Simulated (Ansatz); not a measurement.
CuF:

```
Cu F
1.0
     2.47101    0.00000    0.00000
     0.00000    2.47101    0.00000
     0.00000    0.00000    3.41650
Cu F
1 1
Direct
  0.00000 0.00000 0.00000
  0.50000 0.50000 0.50000
```

The cell was built by a generator and needn't be a form met in nature.

Program: Ansatz 0.2.0. Alike in all runs: task single point; potentials or basis Ansatz PAW; no spin polarisation; cell as given; k mesh 6 × 6 × 4; smearing fermi-dirac 0.05 eV; the mesh is coarse, so values aren't converged.

Q: Order these runs on this cell by their pressure, lowest first.
A. level HF; cutoff (eV) 420
B. level HSE06 form with a typed share of exact exchange; cutoff (eV) 420; screening (1/Å) 0.2; share of exact exchange 0.5
C. level B3LYP; cutoff (eV) 420
D. level HSE06 form with a typed share of exact exchange; cutoff (eV) 420; screening (1/Å) 0.2; share of exact exchange 0.2
E. level r2SCAN0; cutoff (eV) 500

A: E (-3.4 GPa), B (-1.1 GPa), D (1.5 GPa), C (5.1 GPa), A (9.1 GPa).

Caveats: all runs use coarse meshes; the PAW data sets come from PBE, with cores solved anew for the run's functional, which leaves a small shift of forces and pressure; the thresholds are loose for stress; the run has no spin polarisation, though such a crystal can be magnetic (some runs).
